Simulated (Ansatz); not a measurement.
# CH2Ga+ (quintet): the correlation ladder, cc-pVDZ

The task here is to estimate one member of a computed series from the others.

Method: cc-pVDZ, core rule «outside noble gas», up to 15 orbitals frozen; program: Ansatz 0.2.0, Gaussian basis.

To be run: UHF; CCSD(T) on ROHF; CCSD(T) on UHF; BCCD(T) on ROHF; CISD; CCSDT(Q) on ROHF; CCSDT(Q) on UHF; CCSDTQ on ROHF; CCSDTQ on UHF; CASSCF and MRCISD+Q, 8 electrons in 10 orbitals; CASSCF and NEVPT2, 8 electrons in 10 orbitals.

5 further runs of the same task are left out: 2 for a known fault of the program, 3 set aside as unsound or not needed.

## The geometry

The geometry is a PBE0/def2-TZVP stationary point (not a proven minimum) of the parent state, kept for this charge and spin. No spin-orbit coupling is included. The filled d shell of Ga may be among the frozen orbitals whatever the setting's name suggests; the logs give the count.

4 atoms, charge 1, spin multiplicity 5.

Atoms are counted from 1 here; the program's logs count them from 0.

Bond lengths: C1–Ga2 1.951 Å, Ga2–H3 1.561 Å, Ga2–H4 1.561 Å. Angles: C1–Ga2–H3 115.9°, C1–Ga2–H4 115.9°, H3–Ga2–H4 128.2°.

Coordinates:

```xyz
4

C     0.00000    0.00000    1.68753
Ga    0.00000    0.00000   -0.26337
H     0.00000   -1.40465   -0.94522
H     0.00000    1.40465   -0.94522
```

The first run:

File in.yaml:

```yaml
crystal:
  periodic: [false, false, false]
  atoms:
    - {symbol: C, position_ang: [0.000000, 0.000000, 1.687532]}
    - {symbol: Ga, position_ang: [0.000000, 0.000000, -0.263371]}
    - {symbol: H, position_ang: [0.000000, -1.404653, -0.945221]}
    - {symbol: H, position_ang: [0.000000, 1.404653, -0.945221]}
basis:
  gaussian: {orbitals: cc-pVDZ}
total_charge: 1
magnetization: {spin_polarized: true, initial_magnetization: 4}
hamiltonian: {xc: hf}
output: {orbitals: {seedname: orbitals}}
```

On the command line:

```
$ ansatz run in.yaml --threads 1 --pin off --events-out ev --progress --plain --max-ram 4096MiB --backend cpu
```

Steps of the session up to this table: UHF; CCSD(T) on ROHF; CCSD(T) on UHF; BCCD(T) on ROHF; CISD; CCSDT(Q) on ROHF; CCSDT(Q) on UHF; CCSDTQ on ROHF; CCSDTQ on UHF; CASSCF and MRCISD+Q, 8 electrons in 10 orbitals; CASSCF and NEVPT2, 8 electrons in 10 orbitals.

One of the session's tables, all rows but one given; the rest of the session is left out.

| method | from UCCSDTQ (kJ/mol) |
| --- | --- |
| UHF | +361.5 |
| RMP2 | +97.6 |
| UMP2 | +100.8 |
| RCCSD | +14.6 |
| UCCSD | +13.1 |
| RCCSD(T) | +4.3 |
| UCCSD(T) | +3.7 |
| BCCD(T) | +4.3 |
| RCCSDT | +1.3 |
| UCCSDT | +0.6 |
| RCCSDT(Q) | +0.8 |
| UCCSDT(Q) | +0.1 |
| RCCSDTQ | ? |
| UCCSDTQ | 0 |
| CASSCF valence | +202.8 |
| NEVPT2 valence | +50.2 |
| MRCISD valence | +9.7 |
| MRCISD+Q valence | +2.0 |

Estimate the missing values for RCCSDTQ.

As computed: from UCCSDTQ (kJ/mol): +0.7. In the column «from UCCSDTQ (kJ/mol)» it lies between UCCSDT (+0.6) and RCCSDT(Q) (+0.8).

Caveats from the session: The report flags that the cluster equations may have other roots. Left out of the table: ROHF (another determinant or state than the rows shown). The program flags RCCSD(T), BCCD(T), RCCSDT(Q), RCCSDTQ as in doubt, so those rows may rest on another solution; read them beside their warnings. Restricted and unrestricted rows rest on different reference determinants; where their highest levels disagree by more than a few hundredths of an eV, they describe different states and don't form one ladder.
